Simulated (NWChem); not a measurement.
# One shape, several levels: SnSiH5O (SMILES [SiH3][O][SnH2])

We compute a comparison of 6 runs (UHF/def2-SVPD, UB3LYP/def2-SVPD, UPBE/def2-SVPD, UPBE0/def2-SVPD, USVWN5/def2-SVPD, UMP2/def2-SVPD) of SnSiH5O. 

Program for the calculation: NWChem 7.3.0.

## (1) The molecule

The species is SnSiH5O (8 atoms), meant as a doublet with charge 0. As SMILES, `[SiH3][O][SnH2]`. The Sn3–H8 distance was set to 2.249 Å, away from the relaxed value.

Bond lengths: Si1–O2 1.631 Å, O2–Sn3 1.970 Å, Si1–H4 1.493 Å, Si1–H5 1.487 Å, Si1–H6 1.489 Å, Sn3–H7 1.723 Å. Angles: Si1–O2–Sn3 136.4°, O2–Si1–H4 111.2°, O2–Si1–H5 109.2°, O2–Si1–H6 111.0°, O2–Sn3–H7 102.4°, H4–Si1–H5 108.7°, H4–Si1–H6 107.9°, H5–Si1–H6 108.8°.

## (2) The energy at UHF/def2-SVPD (core potential) (run 1)

The input, h5osisn.nw:

```
start h5osisn
title "H5OSiSn hf"
memory total 2200 mb
charge 0
geometry units au noautosym nocenter noautoz
   Si  -0.90735200   2.74125183  -0.43868291
   O    1.59615717   1.28824142   0.61880783
   Sn   2.29459995  -1.80769689   2.56371395
   H   -3.06163978   0.95092530  -0.77505416
   H   -0.31530080   3.91533868  -2.92140509
   H   -1.73051670   4.75796755   1.34276191
   H    5.52395292  -2.10438389   2.26608209
   H    0.18405932  -4.88248539   0.52761153
end
basis spherical bse
   Si library def2-SVPD
   O library def2-SVPD
   Sn library def2-SVPD
   H library def2-SVPD
end
ecp bse
   Sn library def2-SVPD
end
scf
   doublet
   uhf
   thresh 1e-08
   maxiter 80
   noprint "final vectors analysis"
end
task scf energy
```

Launch:

```bash
$ nwchem h5osisn.nw > h5osisn.out
```

Standard output:

```text
[...]
  functions       =   119
[...]
  wavefunction    = UHF
[...]
         Total SCF energy =   -579.885166531073
      One electron energy =  -1242.994900857912
      Two electron energy =    482.642166235399
 Nuclear repulsion energy =    180.467568091441
                       Sz =      0.5000
                 Sz(Sz+1) =      0.7500
                      S^2 =      0.8622
[...]
```

It took 1.7 min on 1 thread of Intel Xeon 6975P-C (Granite Rapids), shared host; peak memory 0.1 GiB.

## (3) The energy at UB3LYP/def2-SVPD (core potential) (run 2)

The input, run.py:

```python
from ase import Atoms
from ase.calculators.nwchem import NWChem

mol = Atoms(['Si', 'O', 'Sn', 'H', 'H', 'H', 'H', 'H'], positions=[
    [-0.480150, 1.450608, -0.232141],
    [0.844650, 0.681708, 0.327459],
    [1.214250, -0.956592, 1.356659],
    [-1.620150, 0.503208, -0.410141],
    [-0.166850, 2.071908, -1.545941],
    [-0.915750, 2.517808, 0.710559],
    [2.923150, -1.113592, 1.199159],
    [0.097400, -2.583700, 0.279200],
])

calc = NWChem(
    label='h5osisn',
    theory='dft',
    memory='2200 mb',
    basis='def2-SVPD',
    basispar='spherical bse',
    dft={'xc': 'b3lyp', 'mult': '2', 'grid': 'fine', 'convergence': 'energy 1e-08', 'iterations': '100', 'mulliken': None, 'print': 'low'},
    task='energy',
    **{'ecp bse': {'Sn library': 'def2-SVPD'}},
)
mol.calc = calc

e = mol.get_potential_energy()
print(f"E = {e:.6f} eV")
```

Launch:

```bash
$ export ASE_NWCHEM_COMMAND="nwchem PREFIX.nwi > PREFIX.nwo"
$ python run.py
```

Standard output:

```text
E = -15835.337633 eV
```

The calculator wrote h5osisn.nwi:

```
title "h5osisn"

permanent_dir h5osisn

scratch_dir h5osisn

start h5osisn

geometry units angstrom nocenter noautosym noautoz
  Si -4.8015000000000002e-01 1.4506079999999999e+00 -2.3214099999999999e-01
  O  8.4465000000000001e-01 6.8170799999999998e-01 3.2745900000000000e-01
  Sn 1.2142500000000001e+00 -9.5659200000000000e-01 1.3566590000000001e+00
  H  -1.6201500000000000e+00 5.0320799999999999e-01 -4.1014099999999998e-01
  H  -1.6685000000000000e-01 2.0719080000000001e+00 -1.5459410000000000e+00
  H  -9.1574999999999995e-01 2.5178080000000000e+00 7.1055900000000005e-01
  H  2.9231500000000001e+00 -1.1135919999999999e+00 1.1991590000000001e+00
  H  9.7400000000000000e-02 -2.5836999999999999e+00 2.7920000000000000e-01
end

memory 2200 mb

basis spherical bse noprint
   * library def2-SVPD
end

dft
  xc b3lyp
  mult 2
  grid fine
  convergence energy 1e-08
  iterations 100
  mulliken
  print low
end
ecp bse
  Sn library def2-SVPD
end

task dft energy
```

h5osisn.nwo:

```text
Northwest Computational Chemistry Package (NWChem) 7.3.0
             --------------------------------------------------------

           Job information
           ---------------

    nwchem branch   = 7.3.0
    use scalapack   = T
    input           = h5osisn.nwi
    prefix          = h5osisn.
    data base       = h5osisn/h5osisn.db
    status          = startup
    nproc           =        1

           Memory information
           ------------------

[... 5 lines left out ...]
    hardfail = no
[... 39 lines left out ...]
            Nuclear Dipole moment (a.u.)
[... 102 lines left out ...]
         Total DFT energy =     -581.937929185098
[... 1 line left out ...]
           Coulomb energy =      530.361449917338
[... 1 line left out ...]
 Nuclear repulsion energy =      180.467580952910
[... 45 lines left out ...]
    Atom       Charge   Shell Charges
 -----------   ------   -------------------------------------------------------
    1 Si  14    -0.00  -0.00 -0.00 -0.00 -0.00  0.00 -0.00 -0.00 -0.00  0.00 -0.00
    2 O    8     0.11   0.00  0.00  0.00  0.00  0.06  0.01  0.01  0.00  0.02
    3 Sn  22     0.49   0.01  0.00  0.05  0.02  0.00  0.01  0.00  0.17  0.15 -0.00  0.03  0.03
[... 4 lines of this table left out ...]
    8 H    1     0.29   0.19  0.09 -0.00  0.01

     --------------------------
     Expectation value of S2:
     --------------------------
      <S2> =      0.7663 (Exact =     0.7500)

 Task  times  cpu:       75.6s     wall:       75.6s
 Total times  cpu:       75.6s     wall:       75.6s
```

It took 77 s on 1 thread of Intel Xeon 6975P-C (Granite Rapids), shared host; peak memory 0.12 GiB.

Runs 3 to 4 aren't shown in full; the table further down has their settings and results.

## (4) A single-point energy at USVWN5/def2-SVPD (core potential) (run 5)

The input, run.py:

```python
from ase import Atoms
from ase.calculators.nwchem import NWChem

atoms = Atoms(['Si', 'O', 'Sn', 'H', 'H', 'H', 'H', 'H'], positions=[
    [-0.480150, 1.450608, -0.232141],
    [0.844650, 0.681708, 0.327459],
    [1.214250, -0.956592, 1.356659],
    [-1.620150, 0.503208, -0.410141],
    [-0.166850, 2.071908, -1.545941],
    [-0.915750, 2.517808, 0.710559],
    [2.923150, -1.113592, 1.199159],
    [0.097400, -2.583700, 0.279200],
])

calc = NWChem(
    label='mymol',
    theory='dft',
    memory='2200 mb',
    basis='def2-SVPD',
    basispar='spherical bse',
    dft={'xc': 'slater vwn_5', 'mult': '2', 'grid': 'fine', 'convergence': 'energy 1e-08', 'iterations': '100', 'mulliken': None},
    task='energy',
    **{'ecp bse': {'Sn library': 'def2-SVPD'}},
)
atoms.calc = calc

print("Total energy (eV):", round(atoms.get_potential_energy(), 6))
```

Launch:

```bash
$ export ASE_NWCHEM_COMMAND="nwchem PREFIX.nwi > PREFIX.nwo"
$ python run.py
```

Standard output:

```text
Total energy (eV): -15776.182237
```

The calculator wrote mymol.nwi:

```
title "mymol"

permanent_dir mymol

scratch_dir mymol

start mymol

geometry units angstrom nocenter noautosym noautoz
  Si -4.8015000000000002e-01 1.4506079999999999e+00 -2.3214099999999999e-01
  O  8.4465000000000001e-01 6.8170799999999998e-01 3.2745900000000000e-01
  Sn 1.2142500000000001e+00 -9.5659200000000000e-01 1.3566590000000001e+00
  H  -1.6201500000000000e+00 5.0320799999999999e-01 -4.1014099999999998e-01
  H  -1.6685000000000000e-01 2.0719080000000001e+00 -1.5459410000000000e+00
  H  -9.1574999999999995e-01 2.5178080000000000e+00 7.1055900000000005e-01
  H  2.9231500000000001e+00 -1.1135919999999999e+00 1.1991590000000001e+00
  H  9.7400000000000000e-02 -2.5836999999999999e+00 2.7920000000000000e-01
end

memory 2200 mb

basis spherical bse noprint
   * library def2-SVPD
end

dft
  xc slater vwn_5
  mult 2
  grid fine
  convergence energy 1e-08
  iterations 100
  mulliken
end
ecp bse
  Sn library def2-SVPD
end

task dft energy
```

mymol.nwo:

```text
Northwest Computational Chemistry Package (NWChem) 7.3.0
             --------------------------------------------------------

           Job information
           ---------------

    nwchem branch   = 7.3.0
    use scalapack   = T
    input           = mymol.nwi
    prefix          = mymol.
    data base       = mymol/mymol.db
    status          = startup
    nproc           =        1

           Memory information
           ------------------

[... 5 lines left out ...]
    hardfail = no
[... 39 lines left out ...]
            Nuclear Dipole moment (a.u.)
[... 86 lines left out ...]
          Convergence on density requested:  1.00D-05
[... 24 lines left out ...]
          Convergence aids based upon iterative change in
[... 29 lines left out ...]
 2-e energy   =     481.289481
[... 54 lines left out ...]
           Coulomb energy =      530.101245456817
[... 852 lines left out ...]
                     DFT Final Beta Molecular Orbital Analysis
[... 959 lines left out ...]
     Multipole analysis of the density
     ---------------------------------

     L   x y z        total         alpha         beta         nuclear
     -   - - -        -----         -----         ----         -------
     0   0 0 0      0.000000    -25.000000    -24.000000     49.000000

     1   1 0 0      0.208175    -26.361007    -24.578898     51.148079
[... 8 lines of this table left out ...]
     2   0 0 2    -32.866176   -105.478726    -94.094681    166.707230

 Task  times  cpu:       42.7s     wall:       42.7s
 Total times  cpu:       42.8s     wall:       42.8s
```

Wall time 44 s (1 thread of Intel Xeon 6975P-C (Granite Rapids), shared host); peak memory 0.13 GiB.

## (5) A single-point energy at UMP2/def2-SVPD (core potential) (run 6)

The input, h5osisn.xyz:

```xyz
8
H5OSiSn energy
Si    -0.480150     1.450608    -0.232141
O      0.844650     0.681708     0.327459
Sn     1.214250    -0.956592     1.356659
H     -1.620150     0.503208    -0.410141
H     -0.166850     2.071908    -1.545941
H     -0.915750     2.517808     0.710559
H      2.923150    -1.113592     1.199159
H      0.097400    -2.583700     0.279200
```

The input, run.py:

```python
from ase.io import read
from ase.calculators.nwchem import NWChem

molecule = read('h5osisn.xyz')

calc = NWChem(
    label='h5osisn',
    theory='mp2',
    memory='2200 mb',
    basis='def2-SVPD',
    basispar='spherical bse',
    scf={'nopen': '1', 'uhf': None, 'thresh': '1e-08', 'maxiter': '80'},
    mp2={'freeze': 'core 10', 'tight': None},
    task='energy',
    **{'ecp bse': {'Sn library': 'def2-SVPD'}},
)
molecule.calc = calc

print("Total energy (eV):", round(molecule.get_potential_energy(), 6))
```

Launch:

```bash
$ export ASE_NWCHEM_COMMAND="nwchem PREFIX.nwi > PREFIX.nwo"
$ python run.py
```

Standard output:

```text
Total energy (eV): -15790.586474
```

The calculator wrote h5osisn.nwi:

```
title "h5osisn"

permanent_dir h5osisn

scratch_dir h5osisn

start h5osisn

geometry units angstrom nocenter noautosym noautoz
  Si -4.8015000000000002e-01 1.4506079999999999e+00 -2.3214099999999999e-01
  O  8.4465000000000001e-01 6.8170799999999998e-01 3.2745900000000000e-01
  Sn 1.2142500000000001e+00 -9.5659200000000000e-01 1.3566590000000001e+00
  H  -1.6201500000000000e+00 5.0320799999999999e-01 -4.1014099999999998e-01
  H  -1.6685000000000000e-01 2.0719080000000001e+00 -1.5459410000000000e+00
  H  -9.1574999999999995e-01 2.5178080000000000e+00 7.1055900000000005e-01
  H  2.9231500000000001e+00 -1.1135919999999999e+00 1.1991590000000001e+00
  H  9.7400000000000000e-02 -2.5836999999999999e+00 2.7920000000000000e-01
end

memory 2200 mb

basis spherical bse noprint
   * library def2-SVPD
end

scf
  nopen 1
  uhf
  thresh 1e-08
  maxiter 80
end
mp2
  freeze core 10
  tight
end
ecp bse
  Sn library def2-SVPD
end

task mp2 energy
```

h5osisn.nwo:

```text
Northwest Computational Chemistry Package (NWChem) 7.3.0
             --------------------------------------------------------

           Job information
           ---------------

    nwchem branch   = 7.3.0
    use scalapack   = T
    input           = h5osisn.nwi
    prefix          = h5osisn.
    data base       = h5osisn/h5osisn.db
    status          = startup
    nproc           =        1

           Memory information
           ------------------

[... 5 lines left out ...]
    hardfail = no
[... 128 lines left out ...]
 1-e energy   =   -1241.488447
[... 9 lines left out ...]
 Convergence threshold     :          1.000E-08
[... 18 lines left out ...]
      One electron energy =  -1242.994926421042
[... 9 lines left out ...]
          Final alpha eigenvalues
[... 472 lines left out ...]
                     UHF Final Beta Molecular Orbital Analysis
[... 512 lines left out ...]
          ---------------------------------------------------
                    Spin Component Scaled (SCS) MP2
          Same spin pairs                     -0.092007007898
          Same spin scaling factor             0.333333333333
          Opposite spin pairs                 -0.316180858858
          Opposite spin scaling fact.          1.200000000000
          SCS-MP2 correlation energy          -0.410086033262
          Total SCS-MP2 energy              -580.295252572268
          ---------------------------------------------------

 -----------------------
 Task  times  cpu:      113.5s     wall:      113.5s
 Total times  cpu:      113.5s     wall:      113.5s
```

Wall time 1.9 min (1 thread of Intel Xeon 6975P-C (Granite Rapids), shared host); peak memory 0.47 GiB.

## (6) Overview of the runs

| run | level | iteration cap | module | energy (Eh) | dipole moment (D) | ⟨S²⟩ | wall time |
| --- | --- | --- | --- | --- | --- | --- | --- |
| 1 | UHF/def2-SVPD (core potential) | 80 | scf | -579.885167 | 2.00 | 0.862 | 1.7 min |
| 2 | UB3LYP/def2-SVPD (core potential) | 100 | dft | -581.937929 | – | 0.766 | 77 s |
| 3 | UPBE/def2-SVPD (core potential) | 100 | dft | -581.593330 | 1.60 | 0.757 | 83 s |
| 4 | UPBE0/def2-SVPD (core potential) | 100 | dft | -581.631672 | 1.78 | 0.768 | 75 s |
| 5 | USVWN5/def2-SVPD (core potential) | 100 | dft | -579.764008 | 1.49 | 0.754 | 44 s |
| 6 | UMP2/def2-SVPD (core potential) | 80 | mp2 | -580.293354 | – | 0.862 | 1.9 min |

## (7) Outcome

```
                                                         quantity          value
                                              run 6: total energy  -580.29335 Eh
run 6: HOMO energy (Hartree–Fock orbitals) (highest over α and β)       -9.40 eV
 run 6: LUMO energy (Hartree–Fock orbitals) (lowest over α and β)       -0.27 eV
              run 6: correlation energy (10 core orbitals frozen)     -408.2 mEh
                         run 6: ⟨S²⟩ of the reference determinant          0.862
```

**Reading.** Over runs 1, 3, 4, 5 the dipole moment (its size) runs from 1.49 D (USVWN5/def2-SVPD) to 2.00 D (UHF/def2-SVPD). Totals of different functionals can't be ranked against each other. Spin contamination of the reference: run 1 ⟨S²⟩ = 0.86, run 6 ⟨S²⟩ = 0.86. All runs together took 8.3 min, the longest 1.9 min.
